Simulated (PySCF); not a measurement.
# Cl²⁺: excitation energy in dyall-acv3z

Aim: the excitation energy of chlorine from differences of total energies, at each level of theory, and how far each lands from the tabulated value where there is one.

The numbers are computed with PySCF 2.14.0 (unrestricted determinants in a Gaussian basis, no spin-orbit coupling in the energies), except any that are marked as measured or tabulated.

## 1. The atom as given

- Element: chlorine (Z = 17)
- Basis: dyall-acv3z (19s12p6d4f, 113 functions)
- Hamiltonian: the spin-free X2C one-electron Hamiltonian (Gaussian nucleus)
- State 1: Cl²⁺: [Ne] 3s1 3p3 3d1, high-spin 6D determinant (an excited configuration)
- Needed too, but not shown: Cl²⁺ [Ne] 3s2 3p3 (4S)
- Methods: UHF, LDA, PBE, PBE0, r2SCAN, HSE06, PBEsol, BHandHLYP, MP2
- Core shells frozen in the correlated runs: valence: [Ne]; valence and next inner shell: 1s2 (for Cl²⁺)

Outer shells as boxes (Hund's rule):

Cl2+ [Ne] 3s1 3p3 3d1
```
[Ne] core
3s [↑ ]
3p [↑ ][↑ ][↑ ]
3d [↑ ][  ][  ][  ][  ]
```

The runs were made by one driver on top of PySCF. The scripts below sum up each run's settings (the driver also hands on starting orbitals that pick excited configurations, and frozen orbitals as a list rather than a count), and the logs come from the driver's own runs. The driver starts from symmetry-adapted Hartree-Fock orbitals, holds the occupation by maximum overlap and uses a logarithmic radial grid for functionals, so a plain start would take other cycles.

The integrals over 113 functions and the set-up took 0.39 s of CPU time.

## 2. Cl²⁺ [Ne] 3s1 3p3 3d1: the ladder of methods

Level: UHF.

Contents of input.py:

```python
from pyscf import gto, scf, dft, mp, cc
import basis_set_exchange as bse
mol = gto.M(atom="Cl 0 0 0", charge=2, spin=5, symmetry="D2h",
            basis=gto.basis.parse(bse.get_basis("dyall-acv3z", elements=["Cl"], fmt="nwchem")),
            nucmod="G")
mf = scf.UHF(mol).sfx2c1e()
mf.irrep_nelec = {'Ag': (3, 2), 'B1g': (1, 0), 'B1u': (2, 1), 'B2u': (2, 1), 'B3u': (2, 1)}
mf.kernel()
```

The log of the run:

```text
damping factor = 0
level_shift factor = 0
DIIS = <class 'pyscf.scf.diis.CDIIS'>
diis_start_cycle = 1
diis_space = 10
diis_damp = 0
SCF conv_tol = 1e-09
SCF conv_tol_grad = None
number electrons alpha = 10  beta = 5
cycle= 1 E= -458.760121792262  delta_E= -0.00299  |g|= 0.017  |ddm|= 0.0257
cycle= 2 E= -458.760261260698  delta_E= -0.000139  |g|= 0.00382  |ddm|= 0.0062
cycle= 3 E= -458.760269664226  delta_E= -8.4e-06  |g|= 0.000279  |ddm|= 0.00239
cycle= 4 E= -458.760269770548  delta_E= -1.06e-07  |g|= 6.48e-05  |ddm|= 0.000507
cycle= 5 E= -458.760269775331  delta_E= -4.78e-09  |g|= 8.12e-06  |ddm|= 0.000119
cycle= 6 E= -458.760269775354  delta_E= -2.32e-11  |g|= 1.19e-06  |ddm|= 6.26e-06
converged SCF energy = -458.760269775354  <S^2> = 8.7500799  2S+1 = 6.0000266
```

It used 5.3 s of CPU time after the integrals (shared host).

Orbital energies by shell (radii are means over both spins):

```
shell  electrons  mean orbital energy (eV)  spread (eV)  rms radius (bohr)
 1s α          1                   -2897.8            0              0.105
 1s β          1                   -2895.8            0              0.105
 2s α          1                   -322.24            0              0.478
 2s β          1                   -319.53            0              0.478
 2p α          3                   -252.01        0.097              0.450
 2p β          3                   -249.06        0.363              0.450
 3s α          1                   -61.161            0               1.52
 3p α          3                   -43.174        0.751               1.68
 3d α          1                   -22.307            0               2.14
```

⟨S²⟩ = 8.750, ⟨L²⟩ = 6.03.

Spin-orbit constants on these orbitals (cm⁻¹; bare nucleus, screened nucleus, mean field): 3p 939.3, 828.8, 771.9; 3d 56.76, 23.37, 18.65. To first order in LS coupling the lowest level has J = 1/2 and lies 0.00324 eV below the centre of the term.

Level: LDA.

input.py differs from the last one in:

```diff
@@ -5,3 +5,3 @@
             nucmod="G")
-mf = scf.UHF(mol).sfx2c1e()
+mf = dft.UKS(mol, xc="LDA,VWN").sfx2c1e()
 mf.irrep_nelec = {'Ag': (3, 2), 'B1g': (1, 0), 'B1u': (2, 1), 'B2u': (2, 1), 'B3u': (2, 1)}
```

The log of the run:

```text
damping factor = 0
level_shift factor = 0
DIIS = <class 'pyscf.scf.diis.CDIIS'>
diis_start_cycle = 1
diis_space = 10
diis_damp = 0
SCF conv_tol = 1e-09
SCF conv_tol_grad = None
number electrons alpha = 10  beta = 5
XC functionals = LDA,VWN
    P. A. M. Dirac.,  Math. Proc. Cambridge Philos. Soc. 26, 376 (1930)
    F. Bloch.,  Z. Phys. 57, 545 (1929)
    S. H. Vosko, L. Wilk, and M. Nusair.,  Can. J. Phys. 58, 1200 (1980)
cycle= 1 E= -457.742330043186  delta_E= -0.0177  |g|= 0.0464  |ddm|= 0.0848
cycle= 2 E= -457.74239843934  delta_E= -6.84e-05  |g|= 0.0151  |ddm|= 0.00694
cycle= 3 E= -457.742408783016  delta_E= -1.03e-05  |g|= 0.00116  |ddm|= 0.00179
cycle= 4 E= -457.742408946072  delta_E= -1.63e-07  |g|= 0.000189  |ddm|= 0.000597
cycle= 5 E= -457.742408956966  delta_E= -1.09e-08  |g|= 2.63e-06  |ddm|= 0.000136
cycle= 6 E= -457.742408956967  delta_E= -1.99e-12  |g|= 1.2e-07  |ddm|= 1.68e-06
converged SCF energy = -457.742408956967  <S^2> = 8.750036  2S+1 = 6.000012
```

It used 1.9 s of CPU time after the integrals (shared host).

Level: PBE.

input.py differs from the last one in:

```diff
@@ -5,3 +5,3 @@
             nucmod="G")
-mf = dft.UKS(mol, xc="LDA,VWN").sfx2c1e()
+mf = dft.UKS(mol, xc="PBE").sfx2c1e()
 mf.irrep_nelec = {'Ag': (3, 2), 'B1g': (1, 0), 'B1u': (2, 1), 'B2u': (2, 1), 'B3u': (2, 1)}
```

The log of the run:

```text
damping factor = 0
level_shift factor = 0
DIIS = <class 'pyscf.scf.diis.CDIIS'>
diis_start_cycle = 1
diis_space = 10
diis_damp = 0
SCF conv_tol = 1e-09
SCF conv_tol_grad = None
number electrons alpha = 10  beta = 5
XC functionals = PBE
    J. P. Perdew, K. Burke, and M. Ernzerhof.,  Phys. Rev. Lett. 77, 3865 (1996)
    J. P. Perdew, K. Burke, and M. Ernzerhof.,  Phys. Rev. Lett. 78, 1396 (1997)
    J. P. Perdew, K. Burke, and M. Ernzerhof.,  Phys. Rev. Lett. 77, 3865 (1996)
    J. P. Perdew, K. Burke, and M. Ernzerhof.,  Phys. Rev. Lett. 78, 1396 (1997)
cycle= 1 E= -459.089858605013  delta_E= -0.0102  |g|= 0.0151  |ddm|= 0.114
cycle= 2 E= -459.089874812503  delta_E= -1.62e-05  |g|= 0.00442  |ddm|= 0.00585
cycle= 3 E= -459.089875833653  delta_E= -1.02e-06  |g|= 0.000268  |ddm|= 0.00076
cycle= 4 E= -459.089875837282  delta_E= -3.63e-09  |g|= 3.75e-05  |ddm|= 7.8e-05
cycle= 5 E= -459.089875837718  delta_E= -4.36e-10  |g|= 8.32e-06  |ddm|= 3.29e-05
converged SCF energy = -459.089875837718  <S^2> = 8.7500161  2S+1 = 6.0000054
```

It used 2.1 s of CPU time after the integrals (shared host).

Level: PBE0.

input.py differs from the last one in:

```diff
@@ -5,3 +5,3 @@
             nucmod="G")
-mf = dft.UKS(mol, xc="PBE").sfx2c1e()
+mf = dft.UKS(mol, xc="PBE0").sfx2c1e()
 mf.irrep_nelec = {'Ag': (3, 2), 'B1g': (1, 0), 'B1u': (2, 1), 'B2u': (2, 1), 'B3u': (2, 1)}
```

The log of the run:

```text
damping factor = 0
level_shift factor = 0
DIIS = <class 'pyscf.scf.diis.CDIIS'>
diis_start_cycle = 1
diis_space = 10
diis_damp = 0
SCF conv_tol = 1e-09
SCF conv_tol_grad = None
number electrons alpha = 10  beta = 5
XC functionals = PBE0
    C. Adamo and V. Barone.,  J. Chem. Phys. 110, 6158 (1999)
    M. Ernzerhof and G. E. Scuseria.,  J. Chem. Phys. 110, 5029 (1999)
cycle= 1 E= -459.130001541081  delta_E= -0.0061  |g|= 0.0114  |ddm|= 0.0845
cycle= 2 E= -459.130015872307  delta_E= -1.43e-05  |g|= 0.00177  |ddm|= 0.0048
cycle= 3 E= -459.130016071374  delta_E= -1.99e-07  |g|= 0.0003  |ddm|= 0.000495
cycle= 4 E= -459.130016077741  delta_E= -6.37e-09  |g|= 2.69e-05  |ddm|= 0.000101
cycle= 5 E= -459.130016077892  delta_E= -1.51e-10  |g|= 4.4e-06  |ddm|= 1.58e-05
converged SCF energy = -459.130016077892  <S^2> = 8.7500166  2S+1 = 6.0000055
```

CPU time 3.2 s on a shared host, the integrals not counted.

Level: r2SCAN.

input.py differs from the last one in:

```diff
@@ -5,3 +5,3 @@
             nucmod="G")
-mf = dft.UKS(mol, xc="PBE0").sfx2c1e()
+mf = dft.UKS(mol, xc="R2SCAN").sfx2c1e()
 mf.irrep_nelec = {'Ag': (3, 2), 'B1g': (1, 0), 'B1u': (2, 1), 'B2u': (2, 1), 'B3u': (2, 1)}
```

The log of the run:

```text
damping factor = 0
level_shift factor = 0
DIIS = <class 'pyscf.scf.diis.CDIIS'>
diis_start_cycle = 1
diis_space = 10
diis_damp = 0
SCF conv_tol = 1e-09
SCF conv_tol_grad = None
number electrons alpha = 10  beta = 5
XC functionals = R2SCAN
    J. W. Furness, A. D. Kaplan, J. Ning, J. P. Perdew, and J. Sun.,  J. Phys. Chem. Lett. 11, 8208-8215 (2020)
    J. W. Furness, A. D. Kaplan, J. Ning, J. P. Perdew, and J. Sun.,  J. Phys. Chem. Lett. 11, 9248-9248 (2020)
    J. W. Furness, A. D. Kaplan, J. Ning, J. P. Perdew, and J. Sun.,  J. Phys. Chem. Lett. 11, 8208-8215 (2020)
    J. W. Furness, A. D. Kaplan, J. Ning, J. P. Perdew, and J. Sun.,  J. Phys. Chem. Lett. 11, 9248-9248 (2020)
cycle= 1 E= -459.269690558101  delta_E= -0.00583  |g|= 0.0103  |ddm|= 0.0737
cycle= 2 E= -459.269701116976  delta_E= -1.06e-05  |g|= 0.00128  |ddm|= 0.00514
cycle= 3 E= -459.26970150663  delta_E= -3.9e-07  |g|= 0.000593  |ddm|= 0.00116
cycle= 4 E= -459.269701553522  delta_E= -4.69e-08  |g|= 3.19e-05  |ddm|= 0.000219
cycle= 5 E= -459.269701553883  delta_E= -3.6e-10  |g|= 4.59e-06  |ddm|= 2.97e-05
converged SCF energy = -459.269701553883  <S^2> = 8.7500708  2S+1 = 6.0000236
```

CPU time 5.9 s on a shared host, the integrals not counted.

Level: HSE06.

input.py differs from the last one in:

```diff
@@ -5,3 +5,3 @@
             nucmod="G")
-mf = dft.UKS(mol, xc="R2SCAN").sfx2c1e()
+mf = dft.UKS(mol, xc="HSE06").sfx2c1e()
 mf.irrep_nelec = {'Ag': (3, 2), 'B1g': (1, 0), 'B1u': (2, 1), 'B2u': (2, 1), 'B3u': (2, 1)}
```

The log of the run:

```text
damping factor = 0
level_shift factor = 0
DIIS = <class 'pyscf.scf.diis.CDIIS'>
diis_start_cycle = 1
diis_space = 10
diis_damp = 0
SCF conv_tol = 1e-09
SCF conv_tol_grad = None
number electrons alpha = 10  beta = 5
XC functionals = HSE06
    J. Heyd, G. E. Scuseria, and M. Ernzerhof.,  J. Chem. Phys. 118, 8207 (2003)
    J. Heyd, G. E. Scuseria, and M. Ernzerhof.,  J. Chem. Phys. 124, 219906 (2006)
    A. V. Krukau, O. A. Vydrov, A. F. Izmaylov, and G. E. Scuseria.,  J. Chem. Phys. 125, 224106 (2006)
cycle= 1 E= -459.148584314789  delta_E= -0.00623  |g|= 0.012  |ddm|= 0.0936
cycle= 2 E= -459.148597124532  delta_E= -1.28e-05  |g|= 0.00232  |ddm|= 0.00462
cycle= 3 E= -459.148597390116  delta_E= -2.66e-07  |g|= 0.000286  |ddm|= 0.000432
cycle= 4 E= -459.148597395099  delta_E= -4.98e-09  |g|= 2.69e-05  |ddm|= 8.83e-05
cycle= 5 E= -459.148597395249  delta_E= -1.5e-10  |g|= 4.16e-06  |ddm|= 1.54e-05
converged SCF energy = -459.148597395249  <S^2> = 8.7500157  2S+1 = 6.0000052
```

It used 4 s of CPU time after the integrals (shared host).

Level: PBEsol.

input.py differs from the last one in:

```diff
@@ -5,3 +5,3 @@
             nucmod="G")
-mf = dft.UKS(mol, xc="HSE06").sfx2c1e()
+mf = dft.UKS(mol, xc="PBEsol").sfx2c1e()
 mf.irrep_nelec = {'Ag': (3, 2), 'B1g': (1, 0), 'B1u': (2, 1), 'B2u': (2, 1), 'B3u': (2, 1)}
```

The log of the run:

```text
damping factor = 0
level_shift factor = 0
DIIS = <class 'pyscf.scf.diis.CDIIS'>
diis_start_cycle = 1
diis_space = 10
diis_damp = 0
SCF conv_tol = 1e-09
SCF conv_tol_grad = None
number electrons alpha = 10  beta = 5
XC functionals = PBEsol
    J. P. Perdew, A. Ruzsinszky, G. I. Csonka, O. A. Vydrov, G. E. Scuseria, L. A. Constantin, X. Zhou, and K. Burke.,  Phys. Rev. Lett. 100, 136406 (2008)
    J. P. Perdew, A. Ruzsinszky, G. I. Csonka, O. A. Vydrov, G. E. Scuseria, L. A. Constantin, X. Zhou, and K. Burke.,  Phys. Rev. Lett. 100, 136406 (2008)
cycle= 1 E= -458.401332425754  delta_E= -0.0114  |g|= 0.0309  |ddm|= 0.0857
cycle= 2 E= -458.401371833247  delta_E= -3.94e-05  |g|= 0.0106  |ddm|= 0.00591
cycle= 3 E= -458.401376933102  delta_E= -5.1e-06  |g|= 0.000522  |ddm|= 0.00112
cycle= 4 E= -458.401376980317  delta_E= -4.72e-08  |g|= 0.000125  |ddm|= 0.000364
cycle= 5 E= -458.401376985008  delta_E= -4.69e-09  |g|= 2.88e-06  |ddm|= 8.92e-05
cycle= 6 E= -458.40137698501  delta_E= -1.48e-12  |g|= 1.02e-07  |ddm|= 1.44e-06
converged SCF energy = -458.40137698501  <S^2> = 8.7500251  2S+1 = 6.0000084
```

CPU time 2.5 s on a shared host, the integrals not counted.

Level: BHandHLYP.

input.py differs from the last one in:

```diff
@@ -5,3 +5,3 @@
             nucmod="G")
-mf = dft.UKS(mol, xc="PBEsol").sfx2c1e()
+mf = dft.UKS(mol, xc="BHANDHLYP").sfx2c1e()
 mf.irrep_nelec = {'Ag': (3, 2), 'B1g': (1, 0), 'B1u': (2, 1), 'B2u': (2, 1), 'B3u': (2, 1)}
```

The log of the run:

```text
damping factor = 0
level_shift factor = 0
DIIS = <class 'pyscf.scf.diis.CDIIS'>
diis_start_cycle = 1
diis_space = 10
diis_damp = 0
SCF conv_tol = 1e-09
SCF conv_tol_grad = None
number electrons alpha = 10  beta = 5
XC functionals = BHANDHLYP
    A. D. Becke.,  J. Chem. Phys. 98, 1372 (1993)
    Defined through Gaussian implementation.
cycle= 1 E= -459.266873999414  delta_E= -0.0049  |g|= 0.0133  |ddm|= 0.0588
cycle= 2 E= -459.266910167069  delta_E= -3.62e-05  |g|= 0.00144  |ddm|= 0.00505
cycle= 3 E= -459.26691079349  delta_E= -6.26e-07  |g|= 0.000355  |ddm|= 0.000873
cycle= 4 E= -459.266910805172  delta_E= -1.17e-08  |g|= 3.18e-05  |ddm|= 7.35e-05
cycle= 5 E= -459.266910805553  delta_E= -3.8e-10  |g|= 2.79e-06  |ddm|= 2.61e-05
converged SCF energy = -459.266910805553  <S^2> = 8.7500433  2S+1 = 6.0000144
```

It used 3.2 s of CPU time after the integrals (shared host).

Level: MP2 (valence).

input.py differs from the last one in:

```diff
@@ -5,4 +5,5 @@
             nucmod="G")
-mf = dft.UKS(mol, xc="BHANDHLYP").sfx2c1e()
+mf = scf.UHF(mol).sfx2c1e()
 mf.irrep_nelec = {'Ag': (3, 2), 'B1g': (1, 0), 'B1u': (2, 1), 'B2u': (2, 1), 'B3u': (2, 1)}
 mf.kernel()
+mp.UMP2(mf, frozen=5).kernel()
```

This step left no log, only its results.

CPU time 0.37 s on a shared host, the integrals not counted.

With 5 electrons correlated, the MP2 correlation energy is -0.03210 hartree (-0.03210 same spin, 0.00000 opposite spin); the SCS form gives -0.01070. Largest pairs of shells: 3p-3p -0.0165, 3p-3d -0.0110, 3s-3p -0.0033, 3s-3d -0.0012, 3s-3s 0.0000.

## 3. Cl²⁺ [Ne] 3s1 3p3 3d1, continued

Level: MP2 (valence and next inner shell).

Changes to input.py since step 2:

```diff
@@ -8,2 +8,2 @@
 mf.kernel()
-mp.UMP2(mf, frozen=5).kernel()
+mp.UMP2(mf, frozen=1).kernel()
```

This step left no log, only its results.

It used 1.4 s of CPU time after the integrals (shared host).

With 13 electrons correlated, the MP2 correlation energy is -0.33728 hartree (-0.11546 same spin, -0.22182 opposite spin); the SCS form gives -0.30467. Largest pairs of shells: 2p-2p -0.1868, 2s-2p -0.0594, 2p-3p -0.0288, 3p-3p -0.0165, 3p-3d -0.0110.

Radial density 4πr²ρ of Cl²⁺ at UHF:

```
r (bohr)  density  spin density
 0.00143   0.0951         0.000
 0.00241    0.251         0.001
 0.00405    0.648         0.003
 0.00682     1.62         0.007
  0.0115     3.81         0.016
  0.0193     8.10         0.035
  0.0324     14.5         0.062
  0.0546     19.4         0.090
  0.0918     17.2         0.144
   0.154     13.2         0.399
   0.260     18.2         0.740
   0.437     15.5         0.195
   0.735     4.43         0.866
    1.24     3.68         3.576
    2.08     1.76         1.758
    3.50    0.144         0.144
    5.88  0.00149         0.001
```

## 4. The energy differences

Excitation energy: Cl²⁺ [Ne] 3s2 3p3 (4S) → Cl²⁺ [Ne] 3s1 3p3 3d1 (6D).

```
                                method  value (eV)
                                   UHF      23.992
                                   LDA      26.353
                                   PBE      26.103
                                  PBE0      25.956
                                r2SCAN      25.359
                                 HSE06      25.981
                                PBEsol      25.937
                             BHandHLYP      26.610
                         MP2 (valence)      25.843
                     SCS-MP2 (valence)      26.345
    MP2 (valence and next inner shell)      26.097
SCS-MP2 (valence and next inner shell)      26.536
```

The differences also use runs on Cl²⁺ [Ne] 3s2 3p3 (4S), which are not shown here.

## 5. Outcome

| quantity | value |
| --- | --- |
| excitation energy, Cl²⁺ → [Ne] 3s1 3p3 3d1 | UHF 23.992, MP2 (valence and next inner shell) 26.097 eV |

The methods span 2.618 eV, from UHF (23.992) to BHandHLYP (26.610). No reference value is at hand in this session. The basis is finite, and no extrapolation was made.
